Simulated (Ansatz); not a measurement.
**Al3Ni5: shifting one sublattice**

The task, for Al3Ni5: measure how stiffly every Al atom is held.

Method: DFT PBEsol, scalar-relativistic, plane waves, PAW, in Ansatz 0.2.0.

**1. The system as given**

The structure is orthorhombic, space group Cmmm (No. 65). Conventional cell: a = 6.587 Å, b = 7.384 Å, c = 3.720 Å, α = 90.00°, β = 90.00°, γ = 90.00°. Al (site symmetry mmm) has 8 Ni at 2.37 to 2.47 Å as nearest neighbours. Al (site symmetry m2m) has 10 Ni at 2.44 to 2.54 Å and 2 Al at 2.78 Å as nearest neighbours. Ni (site symmetry mmm) has 4 Al at 2.47 Å and 8 Ni at 2.47 to 2.60 Å as nearest neighbours. Ni (site symmetry 2/m) has 6 Al at 2.47 to 2.49 Å and 6 Ni at 2.47 to 2.63 Å as nearest neighbours. Around Ni (site symmetry 2mm) lie 6 Al at 2.37 to 2.54 Å and 6 Ni at 2.60 to 2.63 Å.

Coordinates:

```
CELL_PARAMETERS angstrom
3.29333 -3.69194 0.00000
3.29333 3.69194 0.00000
0.00000 0.00000 3.72035
ATOMIC_POSITIONS crystal
Al 0.50000 0.50000 0.00000
Al 0.77969 0.22031 0.50000
Al 0.22031 0.77969 0.50000
Ni 0.00000 0.00000 0.00000
Ni 0.00000 0.50000 0.00000
Ni 0.50000 0.00000 0.00000
Ni 0.27624 0.27624 0.50000
Ni 0.72376 0.72376 0.50000
```

It goes back to an entry of the Materials Project, which need not be the stable form.

It is the result of an earlier relaxation at this level (volume 11.31 Å³/atom; gap on the mesh: none (metal)).

**2. The reference cell**

Reference values: F = -30603.1417 eV; pressure 0.03 GPa; largest force 0.003 eV/Å; gap on the mesh none (metal). It was computed beforehand with the settings of the runs below.

**3. Setting up shifting one sublattice**

Every Al atom is moved by x along the Cartesian unit vector (0.000, 0.000, 1.000); the cell and all other atoms stay fixed. Forces below are components along that vector, summed over the moved atoms.

**4. Point x = -0.500 Å**

The input, input.yaml:

```yaml
crystal:
  lattice:
    - [3.293332276, -3.6919375971, 0.0]
    - [3.293332276, 3.6919375971, 0.0]
    - [0.0, 0.0, 3.7203545651]
  atoms:
    - { symbol: Al, position: [0.5, 0.5, -0.1343957925] }
    - { symbol: Al, position: [0.7796888787, 0.2203111213, 0.3656042075] }
    - { symbol: Al, position: [0.2203111213, 0.7796888787, 0.3656042075] }
    - { symbol: Ni, position: [0.0, 0.0, 0.0] }
    - { symbol: Ni, position: [0.0, 0.5, 0.0] }
    - { symbol: Ni, position: [0.5, 0.0, 0.0] }
    - { symbol: Ni, position: [0.2762373066, 0.2762373066, 0.5] }
    - { symbol: Ni, position: [0.7237626934, 0.7237626934, 0.5] }
basis:
  ecutwfc: 420
kpoints:
  mp_grid: { grid: [8, 8, 10] }
hamiltonian:
  xc: pbesol
scf:
  occupations: { method: gaussian, width: 0.15 }
output:
  forces: true
  stress: true
  eigenvalues: true
```

Run with:

```sh
$ ansatz run input.yaml --threads 2 --pin off --max-ram 5120MiB --backend cpu --events-out ev --progress --plain --runs-dir out
```

The log of the run (excerpt; [...] marks lines left out):

```text
Warning: RAYON_NUM_THREADS=2 ignored (pool sized by the plan → 2); use --threads N
[...]
Pseudopotentials: kind: paw
Pseudopotential: Al, paw, valence charge 3, recommended cutoff 420 eV (normal), Al.paw.azcp
Pseudopotential: Ni, paw, valence charge 18, recommended cutoff 420 eV (normal), Ni.paw.azcp
Functional definition: PBEsol
[...]
Crystal: 8 atoms, lattice volume = 90.470 Å³
Basis set: ecut = 420 eV, 1779 PW (Γ), exchange–correlation on 72×72×50 points (8 copies of the dense FFT grid, shifted against one another)
Bands: 60, of which v1, the nominal top of the filled ones, is band 50 counted from 1 (49 counted from 0)
Symmetry: 4 space group operations
Space group: Cmm2 (ITA 35), of the structure as read, at distance tolerance 4.5e-5 Å
k-points: 126 of 640 (time reversal used)
[...]
SCF iter   1: F=—  HF=-30599.636449 eV  |F-HF|=—  |Δ(HF+E_count)|=         —  Δρ=2.37e-2  dr2=3.00e-1  ethr=1.77e-3  ⟨swp⟩=6.8  Hψ=29303  notcnv=0  defer=20
[...]
SCF iter   8: F=-30599.589623 eV  HF=-30599.589623 eV  |F-HF|=1.30e-8  |Δ(HF+E_count)|=   2.94e-8  Δρ=4.22e-6  dr2=1.52e-8  ethr=1.01e-10  ⟨swp⟩=9.0  Hψ=32714  notcnv=0
[...]
SCF converged after 8 iterations
Free energy (F): -30599.589623 eV
[...]
E sigma→0 (E₀):  -30599.569267 eV
Entropy (-TS):   -0.040713 eV (-5.089 meV/atom)
Fermi energy:    15.276716 eV
[...]
--- Forces (eV/Å), atoms counted from 1 ---
  atom   1  Al     0.00000000     0.00000000     6.07144921
  atom   2  Al     0.00000000     1.12613900     4.65869277
  atom   3  Al     0.00000000    -1.12613900     4.65869277
  atom   4  Ni     0.00000000    -0.00000000    -3.40006270
  atom   5  Ni     0.00000000    -0.00000000    -3.01512944
  atom   6  Ni     0.00000000    -0.00000000    -3.01512944
  atom   7  Ni    -2.30907613    -0.00000000    -2.97924485
  atom   8  Ni     2.30907613    -0.00000000    -2.97924485
[...]
--- Stress (GPa, compression-positive) ---
       24.718919       0.000000       0.000000
        0.000000       5.645685       0.000000
        0.000000       0.000000      18.897131
  P = ⅓ Tr σ = 16.4206 GPa (164.206 kbar)
--- Band table (eV; the first three rows and the last of 126) ---
[...]
```

Run time: 62 s. Hardware: 2 threads of Intel Xeon at 2.50GHz (Skylake/Cascade Lake), shared host; peak memory 0.73 GiB.

**5. Variant: mixing.algorithm broyden, mixing.beta 0.2**

input.yaml: that of step 4 with these lines changed.

```diff
@@ -22,5 +22,6 @@
   occupations: { method: gaussian, width: 0.15 }
+  mixing: { algorithm: broyden, beta: 0.2 }
 output:
   forces: true
+  eigenvalues: true
   stress: true
-  eigenvalues: true
```

Run with:

```sh
$ ansatz run input.yaml --threads 2 --pin off --max-ram 5120MiB --backend cpu --events-out ev --progress --plain --runs-dir out
```

The log of the run (excerpt; [...] marks lines left out):

```text
Warning: RAYON_NUM_THREADS=2 ignored (pool sized by the plan → 2); use --threads N
[...]
[... 4 set-up lines as earlier in the session ...]
[...]
Crystal: 8 atoms, lattice volume = 90.470 Å³
Basis set: ecut = 420 eV, 1779 PW (Γ), exchange–correlation on 72×72×50 points (8 copies of the dense FFT grid, shifted against one another)
Bands: 60, of which v1, the nominal top of the filled ones, is band 50 counted from 1 (49 counted from 0)
[... 2 set-up lines as earlier in the session ...]
k-points: 126 of 640 (time reversal used)
[...]
Free energy (F): -30599.589623 eV
[...]
E sigma→0 (E₀):  -30599.569267 eV
Entropy (-TS):   -0.040713 eV (-5.089 meV/atom)
Fermi energy:    15.276707 eV
[...]
--- Forces (eV/Å), atoms counted from 1 ---
  atom   1  Al     0.00000000     0.00000000     6.07143239
  atom   2  Al     0.00000000     1.12611134     4.65869063
  atom   3  Al     0.00000000    -1.12611134     4.65869063
  atom   4  Ni     0.00000000    -0.00000000    -3.40010871
  atom   5  Ni     0.00000000    -0.00000000    -3.01517073
  atom   6  Ni     0.00000000    -0.00000000    -3.01517073
  atom   7  Ni    -2.30911435    -0.00000000    -2.97924626
  atom   8  Ni     2.30911435    -0.00000000    -2.97924626
[...]
--- Stress (GPa, compression-positive) ---
       24.719496       0.000000       0.000000
        0.000000       5.646205       0.000000
        0.000000       0.000000      18.897682
  P = ⅓ Tr σ = 16.4211 GPa (164.211 kbar)
--- Band table (eV; the first three rows and the last of 126) ---
[...]
```

Run time: 84 s. Hardware: 2 threads of Intel Xeon at 2.50GHz (Skylake/Cascade Lake), shared host; peak memory 0.71 GiB.

```csv
run,ending,energy change,pressure (GPa),gap (eV),force (eV/Å),cycles,time
step 4,converged,0,16.4,0.00,6.07,8,62 s
variant,converged,0.0 meV/atom,16.4,0.00,6.07,13,84 s
```

With the changed mixing the energy agrees within 0.5 meV/atom. Cost: 13 SCF cycles against 8.

**6. x = 0.375 Å**

input.yaml: that of step 4 with these lines changed.

```diff
@@ -6,5 +6,5 @@
   atoms:
-    - { symbol: Al, position: [0.5, 0.5, -0.1343957925] }
-    - { symbol: Al, position: [0.7796888787, 0.2203111213, 0.3656042075] }
-    - { symbol: Al, position: [0.2203111213, 0.7796888787, 0.3656042075] }
+    - { symbol: Al, position: [0.5, 0.5, 0.1007968443] }
+    - { symbol: Al, position: [0.7796888787, 0.2203111213, 0.6007968443] }
+    - { symbol: Al, position: [0.2203111213, 0.7796888787, 0.6007968443] }
     - { symbol: Ni, position: [0.0, 0.0, 0.0] }
```

Run with:

```sh
$ ansatz run input.yaml --threads 2 --pin off --max-ram 5120MiB --backend cpu --events-out ev --progress --plain --runs-dir out
```

The log of the run (excerpt; [...] marks lines left out):

```text
Warning: RAYON_NUM_THREADS=2 ignored (pool sized by the plan → 2); use --threads N
[...]
[... 4 set-up lines as earlier in the session ...]
[...]
Crystal: 8 atoms, lattice volume = 90.470 Å³
Basis set: ecut = 420 eV, 1779 PW (Γ), exchange–correlation on 72×72×50 points (8 copies of the dense FFT grid, shifted against one another)
Bands: 60, of which v1, the nominal top of the filled ones, is band 50 counted from 1 (49 counted from 0)
[... 2 set-up lines as earlier in the session ...]
k-points: 126 of 640 (time reversal used)
[...]
SCF converged after 7 iterations
Free energy (F): -30601.219747 eV
[...]
E sigma→0 (E₀):  -30601.198971 eV
Entropy (-TS):   -0.041554 eV (-5.194 meV/atom)
Fermi energy:    15.295883 eV
[...]
--- Forces (eV/Å), atoms counted from 1 ---
  atom   1  Al     0.00000000    -0.00000000    -4.32235920
  atom   2  Al     0.00000000     0.61430142    -3.23684746
  atom   3  Al     0.00000000    -0.61430142    -3.23684746
  atom   4  Ni     0.00000000     0.00000000     2.38218239
  atom   5  Ni     0.00000000     0.00000000     2.10025773
  atom   6  Ni     0.00000000     0.00000000     2.10025773
  atom   7  Ni    -1.24881375     0.00000000     2.10666121
  atom   8  Ni     1.24881375     0.00000000     2.10666121
[...]
--- Stress (GPa, compression-positive) ---
       13.213003       0.000000      -0.000000
        0.000000       2.920047       0.000000
       -0.000000       0.000000      11.483296
  P = ⅓ Tr σ = 9.2054 GPa (92.054 kbar)
--- Band table (eV; the first three rows and the last of 126) ---
[...]
```

Run time: 59 s. Hardware: 2 threads of Intel Xeon at 2.50GHz (Skylake/Cascade Lake), shared host; peak memory 0.72 GiB.

**7. Variant: mp_grid.grid [6, 6, 8], mixing.algorithm anderson, mixing.beta 0.05, mixing.ndim 4**

input.yaml: that of step 6 with these lines changed.

```diff
@@ -17,3 +17,3 @@
 kpoints:
-  mp_grid: { grid: [8, 8, 10] }
+  mp_grid: { grid: [6, 6, 8] }
 hamiltonian:
@@ -22,5 +22,6 @@
   occupations: { method: gaussian, width: 0.15 }
+  mixing: { algorithm: anderson, beta: 0.05, ndim: 4 }
 output:
   forces: true
+  eigenvalues: true
   stress: true
-  eigenvalues: true
```

Run with:

```sh
$ ansatz run input.yaml --threads 2 --pin off --max-ram 5120MiB --backend cpu --events-out ev --progress --plain --runs-dir out
```

The log of the run (excerpt; [...] marks lines left out):

```text
Warning: RAYON_NUM_THREADS=2 ignored (pool sized by the plan → 2); use --threads N
[...]
[... 4 set-up lines as earlier in the session ...]
[...]
Crystal: 8 atoms, lattice volume = 90.470 Å³
Basis set: ecut = 420 eV, 1779 PW (Γ), exchange–correlation on 72×72×50 points (8 copies of the dense FFT grid, shifted against one another)
Bands: 60, of which v1, the nominal top of the filled ones, is band 50 counted from 1 (49 counted from 0)
[... 2 set-up lines as earlier in the session ...]
k-points: 65 of 288 (time reversal used)
[...]
Free energy (F): -30601.223300 eV
[...]
E sigma→0 (E₀):  -30601.202032 eV
Entropy (-TS):   -0.042536 eV (-5.317 meV/atom)
Fermi energy:    15.294442 eV
[...]
--- Forces (eV/Å), atoms counted from 1 ---
  atom   1  Al     0.00000000    -0.00000000    -4.32927271
  atom   2  Al     0.00000000     0.61939608    -3.23030485
  atom   3  Al     0.00000000    -0.61939608    -3.23030485
  atom   4  Ni     0.00000000     0.00000000     2.38084242
  atom   5  Ni     0.00000000     0.00000000     2.09738248
  atom   6  Ni     0.00000000     0.00000000     2.09738248
  atom   7  Ni    -1.25322859     0.00000000     2.10715147
  atom   8  Ni     1.25322859     0.00000000     2.10715147
[...]
--- Stress (GPa, compression-positive) ---
       13.133227       0.000000      -0.000000
        0.000000       3.106880       0.000000
       -0.000000       0.000000      11.363924
  P = ⅓ Tr σ = 9.2013 GPa (92.013 kbar)
--- Band table (eV; the first three rows and the last of 65) ---
[...]
```

Run time: 100 s. Hardware: 2 threads of Intel Xeon at 2.50GHz (Skylake/Cascade Lake), shared host; peak memory 0.52 GiB.

```csv
run,ending,energy change,pressure (GPa),gap (eV),force (eV/Å),cycles,time
step 6,converged,0,9.2,0.00,4.32,7,59 s
variant,converged,-0.4 meV/atom,9.2,0.00,4.33,37,100 s
```

Changing the k-point mesh and mixing hardly moves the energy: -0.4 meV/atom. Cost: 37 SCF cycles against 7, 100 s against 59 s.

**8. Point x = -0.250 Å**

input.yaml: that of step 6 with these lines changed.

```diff
@@ -6,5 +6,5 @@
   atoms:
-    - { symbol: Al, position: [0.5, 0.5, 0.1007968443] }
-    - { symbol: Al, position: [0.7796888787, 0.2203111213, 0.6007968443] }
-    - { symbol: Al, position: [0.2203111213, 0.7796888787, 0.6007968443] }
+    - { symbol: Al, position: [0.5, 0.5, -0.0671978962] }
+    - { symbol: Al, position: [0.7796888787, 0.2203111213, 0.4328021038] }
+    - { symbol: Al, position: [0.2203111213, 0.7796888787, 0.4328021038] }
     - { symbol: Ni, position: [0.0, 0.0, 0.0] }
```

Run with:

```sh
$ ansatz run input.yaml --threads 2 --pin off --max-ram 5120MiB --backend cpu --events-out ev --progress --plain --runs-dir out
```

The log of the run (excerpt; [...] marks lines left out):

```text
Warning: RAYON_NUM_THREADS=2 ignored (pool sized by the plan → 2); use --threads N
[...]
[... 4 set-up lines as earlier in the session ...]
[...]
Crystal: 8 atoms, lattice volume = 90.470 Å³
Basis set: ecut = 420 eV, 1779 PW (Γ), exchange–correlation on 72×72×50 points (8 copies of the dense FFT grid, shifted against one another)
Bands: 60, of which v1, the nominal top of the filled ones, is band 50 counted from 1 (49 counted from 0)
[... 2 set-up lines as earlier in the session ...]
k-points: 126 of 640 (time reversal used)
[...]
SCF converged after 8 iterations
Free energy (F): -30602.313555 eV
[...]
E sigma→0 (E₀):  -30602.292448 eV
Entropy (-TS):   -0.042215 eV (-5.277 meV/atom)
Fermi energy:    15.308632 eV
[...]
--- Forces (eV/Å), atoms counted from 1 ---
  atom   1  Al     0.00000000     0.00000000     2.75718124
  atom   2  Al     0.00000000     0.26788674     2.01989509
  atom   3  Al     0.00000000    -0.26788674     2.01989509
  atom   4  Ni     0.00000000    -0.00000000    -1.49965805
  atom   5  Ni     0.00000000    -0.00000000    -1.31408524
  atom   6  Ni     0.00000000    -0.00000000    -1.31408524
  atom   7  Ni    -0.53882841    -0.00000000    -1.33457257
  atom   8  Ni     0.53882841    -0.00000000    -1.33457257
[...]
--- Stress (GPa, compression-positive) ---
        5.609181       0.000000      -0.000000
        0.000000       1.250722       0.000000
       -0.000000       0.000000       5.400058
  P = ⅓ Tr σ = 4.0867 GPa (40.867 kbar)
--- Band table (eV; the first three rows and the last of 126) ---
[...]
```

Run time: 63 s. Hardware: 2 threads of Intel Xeon at 2.50GHz (Skylake/Cascade Lake), shared host; peak memory 0.72 GiB.

**9. A run with other settings**

input.yaml: that of step 8 with these lines changed.

```diff
@@ -15,3 +15,3 @@
 basis:
-  ecutwfc: 420
+  ecutwfc: "20 eV"
 kpoints:
@@ -22,5 +22,6 @@
   occupations: { method: gaussian, width: 0.15 }
+  max_iter: 50
 output:
   forces: true
+  eigenvalues: true
   stress: true
-  eigenvalues: true
```

Run with:

```sh
$ ansatz run input.yaml --threads 2 --pin off --max-ram 5120MiB --backend cpu --events-out ev --progress --plain --runs-dir out
```

The log of the run:

```text
Error: inconsistent input (basis.ecutwfc, kpoints): the smallest per-k basis holds n_pw = 16 plane waves (k-point 17, counted from 0 among those solved) but the deck needs at least 51 band(s) per channel, and no run solves more bands than the smallest per-k basis has plane waves; raise basis.ecutwfc until the smallest per-k basis, which caps the automatic band count, holds at least 51 plane waves
```

Wall time 0.35 s (2 threads of Intel Xeon at 2.50GHz (Skylake/Cascade Lake), shared host); peak memory 0.089 GiB.

**10. Diagnosis**

Nothing was computed: the input was turned down at the start. Its message: «inconsistent input (basis.ecutwfc, kpoints): the smallest per-k basis holds n_pw = 16 plane waves (k-point 17, counted from 0 among those solved) but the deck needs at least 51 band(s) per channel ...»

The suspect setting: basis.ecutwfc is 20 eV. The cutoff lies far under what these potentials need. At this value the smallest basis holds 16 plane waves, fewer than the 51 bands to be solved.

Fix: set basis.ecutwfc to 420.

**11. At x = 0.125 Å**

input.yaml: that of step 8 with these lines changed.

```diff
@@ -6,5 +6,5 @@
   atoms:
-    - { symbol: Al, position: [0.5, 0.5, -0.0671978962] }
-    - { symbol: Al, position: [0.7796888787, 0.2203111213, 0.4328021038] }
-    - { symbol: Al, position: [0.2203111213, 0.7796888787, 0.4328021038] }
+    - { symbol: Al, position: [0.5, 0.5, 0.0335989481] }
+    - { symbol: Al, position: [0.7796888787, 0.2203111213, 0.5335989481] }
+    - { symbol: Al, position: [0.2203111213, 0.7796888787, 0.5335989481] }
     - { symbol: Ni, position: [0.0, 0.0, 0.0] }
```

Run with:

```sh
$ ansatz run input.yaml --threads 2 --pin off --max-ram 5120MiB --backend cpu --events-out ev --progress --plain --runs-dir out
```

The log of the run (excerpt; [...] marks lines left out):

```text
Warning: RAYON_NUM_THREADS=2 ignored (pool sized by the plan → 2); use --threads N
[...]
[... 4 set-up lines as earlier in the session ...]
[...]
Crystal: 8 atoms, lattice volume = 90.470 Å³
Basis set: ecut = 420 eV, 1779 PW (Γ), exchange–correlation on 72×72×50 points (8 copies of the dense FFT grid, shifted against one another)
Bands: 60, of which v1, the nominal top of the filled ones, is band 50 counted from 1 (49 counted from 0)
[... 2 set-up lines as earlier in the session ...]
k-points: 126 of 640 (time reversal used)
[...]
SCF converged after 8 iterations
Free energy (F): -30602.938759 eV
[...]
E sigma→0 (E₀):  -30602.917425 eV
Entropy (-TS):   -0.042668 eV (-5.334 meV/atom)
Fermi energy:    15.315967 eV
[...]
--- Forces (eV/Å), atoms counted from 1 ---
  atom   1  Al     0.00000000    -0.00000000    -1.33817030
  atom   2  Al     0.00000000     0.06829861    -0.96551101
  atom   3  Al     0.00000000    -0.06829861    -0.96551101
  atom   4  Ni     0.00000000     0.00000000     0.72162510
  atom   5  Ni     0.00000000     0.00000000     0.62945403
  atom   6  Ni     0.00000000     0.00000000     0.62945403
  atom   7  Ni    -0.13250070     0.00000000     0.64433375
  atom   8  Ni     0.13250070     0.00000000     0.64433375
[...]
--- Stress (GPa, compression-positive) ---
        1.315571       0.000000      -0.000000
        0.000000       0.371003      -0.000000
       -0.000000      -0.000000       1.430322
  P = ⅓ Tr σ = 1.0390 GPa (10.390 kbar)
--- Band table (eV; the first three rows and the last of 126) ---
[...]
```

Run time: 70 s. Hardware: 2 threads of Intel Xeon at 2.50GHz (Skylake/Cascade Lake), shared host; peak memory 0.71 GiB.

**12. All points together**

The scan, with free energies counted from the undisturbed cell:

```csv
x (Å),ΔE (meV/cell),force on the moved atoms (eV/Å),pressure (GPa)
-0.500,3552.1,15.389,16.4
-0.250,828.1,6.797,4.1
0.000,0.0,0.000,0.0
0.125,202.9,-3.269,1.0
0.375,1921.9,-10.796,9.2
```

**13. Summary of results**

| quantity | value |
| --- | --- |
| force constant along x, from the points at -0.250, 0 and 0.125 Å | 26.50 eV/Å² for the 3 moved atoms together |
| step 5, run with mixing.algorithm broyden, mixing.beta 0.2 (against step 4) | 0.0 meV/atom |
| step 7, run with mp_grid.grid [6, 6, 8], mixing.algorithm anderson, mixing.beta 0.05, mixing.ndim 4 (against step 6) | -0.4 meV/atom |
| step 9, run with ecutwfc 20 eV (against step 8) | refused |

What this shows: Near the site the force constant is 26.50 eV/Å² for the 3 atoms together, 8.83 on average. The step of 0.25 Å is wide, so anharmonic terms mix in. No sampled point lies below the undisturbed cell. The final runs have no spin polarisation, so no magnetic state was tried and one may lie lower.
